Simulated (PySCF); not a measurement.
# C4H4O3Si: the cost of one run

Programs: PySCF 2.14.0, with routines of our own; each step states its level. All values are computed. Atoms count from 0.

### 1 The system as given

12 atoms, charge 0, multiplicity 1; geometry from: GFN2-xTB.

### 2 Magnetic properties: GIAO PBE0/pcSseg-1

Job settings and geometry (Å):

```
{"job": {"kind": "mag", "xc": "PBE0", "basis": "pcSseg-1", "isotopologues": 2}, "charge": 0, "multiplicity": 1}
O      3.490326     0.048269     0.112608
C      2.312747    -0.014822    -0.082167
C      1.428807    -0.359293    -1.209760
C      0.284639    -0.144479    -0.488846
O     -0.987895    -0.219841    -0.716737
Si    -2.242471     0.095620     0.346874
C      1.032320     0.231749     0.747734
O      0.688927     0.561745     1.846523
H      1.620928    -0.662916    -2.221484
H     -2.158404     1.488654     0.765277
H     -2.149814    -0.836072     1.463133
H     -3.318911    -0.189299    -0.589180
```

Method: GIAO PBE0/pcSseg-1 magnetisability, rotational g tensor and spin-rotation constants, non-relativistic, gas phase.

On the command line:

```
> OMP_NUM_THREADS=1 python excited_run.py task.json out
```

The driver reads the jobs from task.json and runs them one after another.

Q: Estimate the wall time and peak memory of this first job on 1 thread of Arm Neoverse V2, shared host.

About 22 s, with a peak of 0.84 GiB.
